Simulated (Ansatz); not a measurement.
# C: energy and stress against strain

The task, for C: see how energy and stress answer to the strain pattern (1, 0, 0, 0, 0, 0).

Program: Ansatz 0.2.0. Level of theory: DFT LDA, scalar-relativistic, plane waves, PAW. These are calculated values, not measurements.

2 further runs of the same task are left out: 2 set aside as unsound or not needed.

## Step 1: The system as given

Symmetry: Fmmm, No. 69, orthorhombic system. The conventional cell has a = 2.446 Å, b = 4.233 Å, c = 6.719 Å, α = 90.00°, β = 90.00°, γ = 90.00°. C (site symmetry m2m) has 3 C at 1.41 Å as nearest neighbours.

As a file:

```cif
data_structure
_symmetry_space_group_name_H-M 'Fmmm'
_symmetry_Int_Tables_number 69
_cell_length_a 2.4456
_cell_length_b 4.2333
_cell_length_c 6.7195
_cell_angle_alpha 90.000
_cell_angle_beta 90.000
_cell_angle_gamma 90.000
_cell_volume 69.57
loop_
_atom_site_label
_atom_site_type_symbol
_atom_site_symmetry_multiplicity
_atom_site_Wyckoff_symbol
_atom_site_fract_x
_atom_site_fract_y
_atom_site_fract_z
_atom_site_occupancy
C1 C 8 h 0.50000 0.66671 0.00000 1
```

This cell was relaxed beforehand with the same method: volume 8.70 Å³/atom, gap on the mesh 0.08 eV.

## Step 2: The reference: the undisturbed cell on the scan's mesh

input.yaml reads:

```yaml
crystal:
  lattice:
    - [0.0, 2.1166507492, 3.3597492418]
    - [1.2227846677, 0.0, 3.3597492418]
    - [1.2227846677, 2.1166507492, 0.0]
  atoms:
    - { symbol: C, position: [0.1667065656, 0.8332934344, 0.1667065656] }
    - { symbol: C, position: [0.8332934344, 0.1667065656, 0.8332934344] }
basis:
  ecutwfc: 420
kpoints:
  mp_grid: { grid: [16, 16, 16] }
hamiltonian:
  xc: lda
scf:
  occupations: { method: gaussian, width: 0.03 }
output:
  forces: true
  stress: true
  eigenvalues: true
  write_density: true
  write_potential: true
  elf: true
  volumetric_format: npy
```

Started as:

```
$ ansatz run input.yaml --threads 1 --pin off --max-ram 2560MiB --backend cpu --events-out ev --progress --plain --runs-dir out
```

## Step 3: The scan: energy and stress against strain

The cell is strained by ε times the Voigt pattern (1, 0, 0, 0, 0, 0) (xx, yy, zz, yz, xz, xy; engineering shear), with fractional coordinates fixed (clamped ions). The stress on the pattern is the sum of the stress components weighted by it, tension positive.

## Step 4: Point ε = -0.0600

Changes to input.yaml since step 2:

```diff
@@ -3,4 +3,4 @@
     - [0.0, 2.1166507492, 3.3597492418]
-    - [1.2227846677, 0.0, 3.3597492418]
-    - [1.2227846677, 2.1166507492, 0.0]
+    - [1.1494175876, 0.0, 3.3597492418]
+    - [1.1494175876, 2.1166507492, 0.0]
   atoms:
@@ -20,5 +20 @@
   eigenvalues: true
-  write_density: true
-  write_potential: true
-  elf: true
-  volumetric_format: npy
```

## Step 5: Point ε = 0.0450

Changes to input.yaml since step 4:

```diff
@@ -3,4 +3,4 @@
     - [0.0, 2.1166507492, 3.3597492418]
-    - [1.1494175876, 0.0, 3.3597492418]
-    - [1.1494175876, 2.1166507492, 0.0]
+    - [1.2778099777, 0.0, 3.3597492418]
+    - [1.2778099777, 2.1166507492, 0.0]
   atoms:
```

## Step 6: ε = -0.0300

Changes to input.yaml since step 5:

```diff
@@ -3,4 +3,4 @@
     - [0.0, 2.1166507492, 3.3597492418]
-    - [1.2778099777, 0.0, 3.3597492418]
-    - [1.2778099777, 2.1166507492, 0.0]
+    - [1.1861011277, 0.0, 3.3597492418]
+    - [1.1861011277, 2.1166507492, 0.0]
   atoms:
@@ -20 +20,5 @@
   eigenvalues: true
+  write_density: true
+  write_potential: true
+  elf: true
+  volumetric_format: npy
```

## Step 7: Point ε = 0.0150

Changes to input.yaml since step 6:

```diff
@@ -3,4 +3,4 @@
     - [0.0, 2.1166507492, 3.3597492418]
-    - [1.1861011277, 0.0, 3.3597492418]
-    - [1.1861011277, 2.1166507492, 0.0]
+    - [1.2411264377, 0.0, 3.3597492418]
+    - [1.2411264377, 2.1166507492, 0.0]
   atoms:
@@ -20,5 +20 @@
   eigenvalues: true
-  write_density: true
-  write_potential: true
-  elf: true
-  volumetric_format: npy
```

## Step 8: At ε = 0.0600

Changes to input.yaml since step 7:

```diff
@@ -3,4 +3,4 @@
     - [0.0, 2.1166507492, 3.3597492418]
-    - [1.2411264377, 0.0, 3.3597492418]
-    - [1.2411264377, 2.1166507492, 0.0]
+    - [1.2961517478, 0.0, 3.3597492418]
+    - [1.2961517478, 2.1166507492, 0.0]
   atoms:
```

## Step 9: At ε = -0.0450

Changes to input.yaml since step 8:

```diff
@@ -3,4 +3,4 @@
     - [0.0, 2.1166507492, 3.3597492418]
-    - [1.2961517478, 0.0, 3.3597492418]
-    - [1.2961517478, 2.1166507492, 0.0]
+    - [1.1677593577, 0.0, 3.3597492418]
+    - [1.1677593577, 2.1166507492, 0.0]
   atoms:
```

## Step 10: At ε = 0.0300

Changes to input.yaml since step 9:

```diff
@@ -3,4 +3,4 @@
     - [0.0, 2.1166507492, 3.3597492418]
-    - [1.1677593577, 0.0, 3.3597492418]
-    - [1.1677593577, 2.1166507492, 0.0]
+    - [1.2594682077, 0.0, 3.3597492418]
+    - [1.2594682077, 2.1166507492, 0.0]
   atoms:
@@ -20 +20,5 @@
   eigenvalues: true
+  write_density: true
+  write_potential: true
+  elf: true
+  volumetric_format: npy
```

## Step 11: At ε = -0.0150

Changes to input.yaml since step 10:

```diff
@@ -3,4 +3,4 @@
     - [0.0, 2.1166507492, 3.3597492418]
-    - [1.2594682077, 0.0, 3.3597492418]
-    - [1.2594682077, 2.1166507492, 0.0]
+    - [1.2044428977, 0.0, 3.3597492418]
+    - [1.2044428977, 2.1166507492, 0.0]
   atoms:
@@ -20,5 +20 @@
   eigenvalues: true
-  write_density: true
-  write_potential: true
-  elf: true
-  volumetric_format: npy
```

## Step 12: At ε = 0.0525

Changes to input.yaml since step 11:

```diff
@@ -3,4 +3,4 @@
     - [0.0, 2.1166507492, 3.3597492418]
-    - [1.2044428977, 0.0, 3.3597492418]
-    - [1.2044428977, 2.1166507492, 0.0]
+    - [1.2869808628, 0.0, 3.3597492418]
+    - [1.2869808628, 2.1166507492, 0.0]
   atoms:
```

(Steps that only read results are left out.)

**Question.** What will these runs give? Wanted: slope of the stress at ε = 0, over ±0.0150.

The runs gave:

| quantity | value |
| --- | --- |
| slope of the stress at ε = 0, over ±0.0150 | 1117 GPa |

In words: From the stress slope, C11 is about 1117 GPa with the ions clamped; letting the atoms relax could not make it stiffer. The undisturbed cell stays the lowest of the sampled points. Compression costs more than tension: 123.8 against 95.8 meV/atom at the ends. The gap on the mesh stays between 0.02 and 0.22 eV.
